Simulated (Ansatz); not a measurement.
# AsBH: the cost of one run

The runs use Ansatz 0.2.0, Gaussian basis; def2-QZVPP, all electrons in the functionals.

Plan: PBE, BLYP, r2SCAN, B97M-V, PBE0, B3LYP, at charge 0, quartet; charge 0, doublet; charge 0, sextet; charge 1, triplet; charge 1, quintet.

10 further runs of the same task are left out: 10 set aside as unsound or not needed.

## Step 1: What is computed

The geometry is a PBE0/def2-TZVP stationary point (not a proven minimum). No spin-orbit coupling is included. The filled d shell of As may be among the frozen orbitals whatever the setting's name suggests; the logs give the count.

3 atoms, charge 0, spin multiplicity 4.

Atoms are counted from 1 here; the program's logs count them from 0.

Bond lengths: B1–As2 2.040 Å, B1–H3 1.201 Å. Angles: As2–B1–H3 122.0°.

No dispersion term is added; B97M-V holds VV10 nonlocal correlation. B3LYP takes the VWN-RPA correlation.

The geometry shown and the zero of energy belong to the point charge 0, quartet. The yardstick, RCCSD(T), and other wave-function levels (R restricted, U unrestricted, valence and pair active spaces) come from earlier runs.

## Step 2: PBE, charge 0, quartet

Contents of in.yaml:

```yaml
crystal:
  periodic: [false, false, false]
  atoms:
    - {symbol: B, position_ang: [0.000000, -0.193311, 1.744117]}
    - {symbol: As, position_ang: [0.000000, 0.017763, -0.285079]}
    - {symbol: H, position_ang: [0.000000, 0.753084, 2.483201]}
basis:
  gaussian: {orbitals: "def2-QZVPP.json"}
magnetization: {spin_polarized: true, initial_magnetization: 3}
hamiltonian: {xc: {name: PBE}}
output: {orbitals: {seedname: orbitals}}
```

Command:

```bash
$ ansatz run in.yaml --threads 1 --pin off --events-out ev --progress --plain --max-ram 2393MiB
```

Q: Estimate wall time and peak memory on 1 thread of Arm Neoverse V1, shared host.

About 11 s, with a peak of 0.3 GiB.
